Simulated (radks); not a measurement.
**Spin polarisation of the 5p shell in Te²⁺**

How much does Te²⁺ gain by aligning the spins in its 5p shell? The moment is raised step by step from zero.

Method: scalar-relativistic Kohn-Sham, PBE, spin-polarised, spherical densities, finite nucleus. Code: radks (a radial shooting solver on a logarithmic mesh, Libxc functionals) version 1.

## 1. What is computed

| Property | Result |
| --- | --- |
| element | tellurium (Z = 52) |
| charge | +2 |
| electrons | 50 |
| configuration | [Kr] 4d10 5s2 5p(up 1, down 1) |
| nuclear rms radius | 4.7423 fm |

A shell typed twice in an input gives spin up, then spin down.

## 2. No moment

Input:

```text
Z 52
configuration [Kr] 4d10 5s2 5p1 5p1
relativity scalar-relativistic
functional pbe,pbe
spin polarised
nucleus finite rms 4.7423 fm
c 137.035999084
```

## 3. moment 0.5 in 5p

Input:

```text
Z 52
configuration [Kr] 4d10 5s2 5p1.25 5p0.75
relativity scalar-relativistic
functional pbe,pbe
spin polarised
nucleus finite rms 4.7423 fm
c 137.035999084
```

## 4. moment 1 in 5p

Input:

```text
Z 52
configuration [Kr] 4d10 5s2 5p1.5 5p0.5
relativity scalar-relativistic
functional pbe,pbe
spin polarised
nucleus finite rms 4.7423 fm
c 137.035999084
```

## 5. moment 1.5 in 5p

Input:

```text
Z 52
configuration [Kr] 4d10 5s2 5p1.75 5p0.25
relativity scalar-relativistic
functional pbe,pbe
spin polarised
nucleus finite rms 4.7423 fm
c 137.035999084
```

## 6. moment 2 in 5p

Input:

```text
Z 52
configuration [Kr] 4d10 5s2 5p2 5p0
relativity scalar-relativistic
functional pbe,pbe
spin polarised
nucleus finite rms 4.7423 fm
c 137.035999084
```

What does the calculation give? Wanted: for each run, moment; E − E(0); ε(5p up); ε(5p down); splitting.

The runs gave:

```
moment (μB)  E − E(0) (eV)  ε(5p up) (eV)  ε(5p down) (eV)  splitting (eV)
          0          0.000        -22.305          -22.305           0.000
        0.5         -0.056        -22.520          -22.070           0.450
          1         -0.225        -22.717          -21.816           0.901
        1.5         -0.507        -22.896          -21.543           1.353
          2         -0.901        -23.057          -21.253           1.805
```

**Reading.** At a moment of 2 μB the energy has fallen by 0.90 eV and the 5p levels split by 1.80 eV, 0.902 eV per μB. The Stoner form E = −I m²/4 would give I = 0.901 eV. The energy falls at every step.
